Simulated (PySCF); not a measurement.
# GaAlSiH4S (SMILES [AlH]1[SiH2][GaH][S]1) at r2SCAN/cc-pVDZ

What is the vertical ionisation energy of GaAlSiH4S at r2SCAN/cc-pVDZ? 

The calculation is run with PySCF 2.14.0.

## 1. Starting point

The species is GaAlSiH4S (8 atoms), meant as a singlet with charge 0. As SMILES, `[AlH]1[SiH2][GaH][S]1`. Geometry: relaxed at PBE0-D4/def2-TZVP.

Bond lengths: Al1–Si2 2.440 Å, Si2–Ga3 2.413 Å, Al1–S4 2.193 Å, Ga3–S4 2.250 Å, Al1–H5 1.584 Å, Si2–H6 1.491 Å, Si2–H7 1.492 Å, Ga3–H8 1.565 Å. Some angles: Al1–Si2–Ga3 77.4°, Si2–Al1–S4 98.5°, Si2–Ga3–S4 97.8°, Al1–S4–Ga3 86.1°, Al1–Si2–H6 121.0°, Al1–Si2–H7 117.3°, Ga3–Si2–H6 116.6°, Ga3–Si2–H7 113.3°, Si2–Al1–H5 139.1°, S4–Al1–H5 122.4°.

## 2. A single-point energy at r2SCAN/cc-pVDZ

Input file calc.py:

```python
from pyscf import gto, dft

mol = gto.M(
    atom='''
Al    -0.913872     1.987992    -2.246695
Si     1.744595     0.883825     1.354934
Ga    -0.873242    -2.819660     0.877400
S     -3.005609    -1.573575    -2.582878
H     -1.408980     4.314812    -4.063856
H      1.532379     2.274663     3.795137
H      4.474305     0.395142     0.848109
H     -1.549386    -5.463198     2.017850
''',
    basis='cc-pvdz',
    verbose=4,
    unit='bohr',
    max_memory=1860,
)

mf = dft.RKS(mol)
mf.xc = 'r2scan'
mf.grids.level = 4
mf.conv_tol = 1e-10
mf.kernel()
if not mf.converged:
    mf = mf.newton().run(mf.mo_coeff, mf.mo_occ)

etot = mf.e_tot
print(f'total energy: {etot:.8f} hartree')
```

On the command line:

```console
OMP_NUM_THREADS=1 python calc.py
```

Output:

```text
PySCF version 2.14.0

[INPUT] num. atoms = 8
[INPUT] num. electrons = 78
[INPUT] charge = 0
[INPUT] spin (= nelec alpha-beta = 2S) = 0
[INPUT] symmetry False subgroup None
[INPUT] Mole.unit = bohr
[INPUT] Symbol           X                Y                Z      unit          X                Y                Z       unit  Magmom
[INPUT]  1 Al    -0.483600236098   1.052000061891  -1.188899793888 AA   -0.913872000000   1.987992000000  -2.246695000000 Bohr   0.0
[INPUT]  2 Si     0.923199916285   0.467700048441   0.717000195101 AA    1.744595000000   0.883825000000   1.354934000000 Bohr   0.0
[INPUT]  3 Ga    -0.462099766018  -1.492099814543   0.464300084861 AA   -0.873242000000  -2.819660000000   0.877400000000 Bohr   0.0
[INPUT]  4 S     -1.590499787736  -0.832700029673  -1.366800176187 AA   -3.005609000000  -1.573575000000  -2.582878000000 Bohr   0.0
[INPUT]  5 H     -0.745600106642   2.283300179804  -2.150499983661 AA   -1.408980000000   4.314812000000  -4.063856000000 Bohr   0.0
[INPUT]  6 H      0.810900045292   1.203699822123   2.008300012719 AA    1.532379000000   2.274663000000   3.795137000000 Bohr   0.0
[INPUT]  7 H      2.367700240705   0.209100141477   0.448799955176 AA    4.474305000000   0.395142000000   0.848109000000 Bohr   0.0
[INPUT]  8 H     -0.819899762118  -2.890999880344   1.067800235055 AA   -1.549386000000  -5.463198000000   2.017850000000 Bohr   0.0

nuclear repulsion = 462.765567069288
number of shells = 33
number of NR pGTOs = 228
number of NR cGTOs = 101
basis = cc-pvdz
ecp = {}

******** <class 'pyscf.dft.rks.RKS'> ********
method = RKS
initial guess = minao
damping factor = 0
level_shift factor = 0
DIIS = <class 'pyscf.scf.diis.CDIIS'>
diis_start_cycle = 1
diis_space = 8
diis_damp = 0
SCF conv_tol = 1e-10
SCF conv_tol_grad = None
SCF max_cycles = 50
direct_scf = True
direct_scf_tol = 1e-13
XC library pyscf.dft.libxc version 7.0.0
    S. Lehtola, C. Steigemann, M. J.T. Oliveira, and M. A.L. Marques.,  SoftwareX 7, 1–5 (2018)
XC functionals = r2scan
    J. W. Furness, A. D. Kaplan, J. Ning, J. P. Perdew, and J. Sun.,  J. Phys. Chem. Lett. 11, 8208-8215 (2020)
    J. W. Furness, A. D. Kaplan, J. Ning, J. P. Perdew, and J. Sun.,  J. Phys. Chem. Lett. 11, 9248-9248 (2020)
    J. W. Furness, A. D. Kaplan, J. Ning, J. P. Perdew, and J. Sun.,  J. Phys. Chem. Lett. 11, 8208-8215 (2020)
    J. W. Furness, A. D. Kaplan, J. Ning, J. P. Perdew, and J. Sun.,  J. Phys. Chem. Lett. 11, 9248-9248 (2020)
radial grids:
    Treutler-Ahlrichs [JCP 102, 346 (1995); DOI:10.1063/1.469408] (M4) radial grids

becke partition: Becke, JCP 88, 2547 (1988); DOI:10.1063/1.454033
pruning grids: <function nwchem_prune>
grids dens level: 4
symmetrized grids: False
atomic radii adjust function: <function treutler_atomic_radii_adjust>
small_rho_cutoff = 0
Set gradient conv threshold to 1e-05
Initial guess from minao.
tot grids = 179512
init E= -2856.9600345567
  HOMO = -0.25468845167224  LUMO = -0.120359521284204  gap/eV = 3.65528
cycle= 1 E= -2857.26025651037  delta_E= -0.3  |g|= 0.392  |ddm|= 2.23
  HOMO = -0.195942241348363  LUMO = -0.0945773383102426  gap/eV = 2.75828
cycle= 2 E= -2857.11094190909  delta_E= 0.149  |g|= 0.719  |ddm|= 1.14
  HOMO = -0.216236639709223  LUMO = -0.092162723035714  gap/eV = 3.37622
cycle= 3 E= -2857.30220315307  delta_E= -0.191  |g|= 0.131  |ddm|= 0.891
  HOMO = -0.2289018718089  LUMO = -0.093521998888181  gap/eV = 3.68387
cycle= 4 E= -2857.3097248741  delta_E= -0.00752  |g|= 0.0301  |ddm|= 0.22
  HOMO = -0.228663375159844  LUMO = -0.0949056618847059  gap/eV = 3.63973
cycle= 5 E= -2857.31006608465  delta_E= -0.000341  |g|= 0.0104  |ddm|= 0.0574
  HOMO = -0.228679163183117  LUMO = -0.0944832542275522  gap/eV = 3.65166
cycle= 6 E= -2857.31011697542  delta_E= -5.09e-05  |g|= 0.00259  |ddm|= 0.018
  HOMO = -0.228584314894951  LUMO = -0.0945299151033834  gap/eV = 3.64781
cycle= 7 E= -2857.31011980289  delta_E= -2.83e-06  |g|= 0.000835  |ddm|= 0.00386
  HOMO = -0.228522465992683  LUMO = -0.0944720251845586  gap/eV = 3.64770
cycle= 8 E= -2857.31012013294  delta_E= -3.3e-07  |g|= 0.000106  |ddm|= 0.00129
  HOMO = -0.228517299208806  LUMO = -0.0944637897957485  gap/eV = 3.64778
cycle= 9 E= -2857.31012013686  delta_E= -3.92e-09  |g|= 4.25e-05  |ddm|= 0.000187
  HOMO = -0.228523189895485  LUMO = -0.0944691656349161  gap/eV = 3.64780
cycle= 10 E= -2857.31012013767  delta_E= -8.04e-10  |g|= 9.97e-06  |ddm|= 6.2e-05
  HOMO = -0.228522537861185  LUMO = -0.0944687376571447  gap/eV = 3.64779
cycle= 11 E= -2857.31012013769  delta_E= -2.46e-11  |g|= 1.07e-06  |ddm|= 1.37e-05
  HOMO = -0.22852284256935  LUMO = -0.0944688474055626  gap/eV = 3.64780
Extra cycle  E= -2857.3101201377  delta_E= -1.36e-11  |g|= 1.51e-06  |ddm|= 3.41e-06
converged SCF energy = -2857.3101201377
total energy: -2857.31012014 hartree
```

Wall time 35 s (1 thread of Arm Neoverse V2, shared host); peak memory 0.54 GiB.

## 3. The doublet cation at the same level

Input file job.py:

```python
from pyscf import gto, dft

molecule = gto.M(
    atom='''
Al    -0.913872     1.987992    -2.246695
Si     1.744595     0.883825     1.354934
Ga    -0.873242    -2.819660     0.877400
S     -3.005609    -1.573575    -2.582878
H     -1.408980     4.314812    -4.063856
H      1.532379     2.274663     3.795137
H      4.474305     0.395142     0.848109
H     -1.549386    -5.463198     2.017850
''',
    max_memory=1860,
    spin=1,
    basis='cc-pvdz',
    unit='bohr',
    verbose=3,
    charge=1,
)

calc0 = dft.UKS(molecule, xc='r2scan')
calc0.grids.level = 4
calc0.conv_tol = 1e-10
calc0.kernel()
if not calc0.converged:
    calc0 = calc0.newton().run(calc0.mo_coeff, calc0.mo_occ)

e_tot = calc0.e_tot
print('Final energy', e_tot)
```

On the command line:

```console
OMP_NUM_THREADS=1 python job.py
```

Output:

```text
WARN: HOMO -0.254688451672239 >= LUMO -0.25468845167224

converged SCF energy = -2856.99131422888  <S^2> = 0.76323068  2S+1 = 2.0131872
Final energy -2856.9913142288774
```

Run time: 90 s. Hardware: 1 thread of Arm Neoverse V2, shared host; peak memory 0.56 GiB.

## 4. What came out

At r2SCAN/cc-pVDZ:

| quantity | value |
| --- | --- |
| singlet GaAlSiH4S: total energy | -2857.31012 Eh |
| singlet GaAlSiH4S: dipole moment | 1.47 D |
| singlet GaAlSiH4S: HOMO energy | -6.22 eV |
| singlet GaAlSiH4S: LUMO energy | -2.57 eV |
| singlet GaAlSiH4S: HOMO–LUMO gap | 3.65 eV |
| doublet cation: total energy | -2856.99131 Eh |
| doublet cation: HOMO energy (highest over α and β) | -11.65 eV |
| doublet cation: LUMO energy (lowest over α and β) | -11.06 eV |
| doublet cation: ⟨S²⟩ | 0.763 |
| vertical ionisation energy (to the doublet cation) | 8.675 eV |

**Reading.** The vertical ionisation energy comes to 8.68 eV (837 kJ/mol). −ε(HOMO) before ionisation, 6.22 eV, is 2.46 eV below this ionisation energy. Mulliken charges (doublet cation) run from -0.17 on S4 to +0.51 on Al1; they depend strongly on the basis.
